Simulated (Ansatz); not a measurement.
# HfHO+ (quintet): wave-function methods side by side, def2-TZVPP

One table from this session's results is given with a row withheld; the runs are named, their logs left out.

Method: def2-TZVPP, core rule «outside noble gas», up to 5 orbitals frozen; program: Ansatz 0.2.0, Gaussian basis.

The runs, in order: UHF; ROHF; CCSD(T) on UHF.

### The system

The geometry is a PBE0/def2-TZVP stationary point (not a proven minimum) of the parent state, kept for this charge and spin. No spin-orbit coupling is included. Elements past krypton take def2 core potentials.

3 atoms, charge 1, spin multiplicity 5.

Atoms are counted from 1 here; the program's logs count them from 0.

Bond lengths: Hf1–O2 2.641 Å, O2–H3 0.989 Å. Angles: Hf1–O2–H3 79.5°.

Geometry (Å):

```xyz
3

Hf    0.0000   -0.2577    1.7116
O     0.0000   -0.3606   -0.9270
H     0.0000    0.6184   -0.7846
```

Set-up of the first run:

The input, in.yaml:

```yaml
crystal:
  periodic: [false, false, false]
  atoms:
    - {symbol: Hf, position_ang: [0.000000, -0.257744, 1.711606]}
    - {symbol: O, position_ang: [0.000000, -0.360612, -0.927017]}
    - {symbol: H, position_ang: [0.000000, 0.618356, -0.784589]}
basis:
  gaussian: {orbitals: def2-TZVPP}
total_charge: 1
magnetization: {spin_polarized: true, initial_magnetization: 4}
hamiltonian: {xc: hf}
output: {orbitals: {seedname: orbitals}}
```

Command:

```sh
> ansatz run in.yaml --threads 1 --pin off --events-out ev --progress --plain --max-ram 2560MiB --backend cpu
```

Steps of the session up to this table: UHF; ROHF; CCSD(T) on UHF.

One table of the session follows, with a row left open; its other results are not shown here.

| method | from UCCSD(T) (kJ/mol) |
| --- | --- |
| ROHF | ? |
| UHF | +635.8 |
| UMP2 | +64.6 |
| UCCSD | +16.8 |
| UCCSD(T) | 0 |

Estimate the missing values for ROHF.

**Answer.** from UCCSD(T) (kJ/mol): +661.9. In the column «from UCCSD(T) (kJ/mol)» it is the highest.
